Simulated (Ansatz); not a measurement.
# CoPd: the cost of one run

Computed with Ansatz 0.2.0 (DFT, PBEsol, PAW with Ansatz's default frozen-core files, scalar-relativistic, unless a step's input says otherwise).

### 1 The structure to begin with

It takes space group R-3m (No. 166, trigonal). The conventional cell has a = 2.692 Å, b = 2.692 Å, c = 12.882 Å, α = 90.00°, β = 90.00°, γ = 120.00°. Around Co (site symmetry -3m) lie 6 Pd at 2.65 Å and 6 Co at 2.69 Å. Pd (site symmetry -3m) has 6 Co at 2.65 Å and 6 Pd at 2.69 Å as nearest neighbours.

Coordinates:

```xyz
2
Lattice="1.3459 0.7771 4.2939 -1.3459 0.7771 4.2939 0.0000 -1.5541 4.2939" Properties=species:S:1:pos:R:3 pbc="T T T"
Co    0.0000    0.0000    0.0000
Pd    0.0000    0.0000    6.4409
```

Atoms are numbered in the order of the input: Co1, Pd2.

### 2 Free moments from the typed start, PAW

The input, input.yaml:

```yaml
crystal:
  lattice:
    - [1.3459330638, 0.7770748167, 4.2939193827]
    - [-1.3459330638, 0.7770748167, 4.2939193827]
    - [0.0, -1.5541496334, 4.2939193827]
  atoms:
    - { symbol: Co, position: [0.0, 0.0, 0.0], spin: 2.0 }
    - { symbol: Pd, position: [0.5, 0.5, 0.5] }
magnetization:
  spin_polarized: true
kpoints:
  mp_grid: { grid: [14, 14, 14] }
scf:
  occupations: { method: fermi_dirac, width: 0.1 }
  lower_state_search: "off"
hamiltonian:
  xc: pbesol
  pseudopotentials: { kind: paw }
output:
  forces: true
  stress: true
  eigenvalues: true
  populations: true
  dos: { projected: true, de: 0.1, e_range: [-8, 5] }
  write_density: true
  write_potential: true
  elf: true
  volumetric_format: npy
```

Started as:

```console
ansatz run input.yaml --threads 1 --pin off --max-ram 3072MiB --backend cpu --events-out ev --progress --plain --runs-dir out
```

What time and memory should one allow on 1 thread of Intel Xeon 6975P-C (Granite Rapids), shared host?

About 18 s, with a peak of 0.56 GiB.
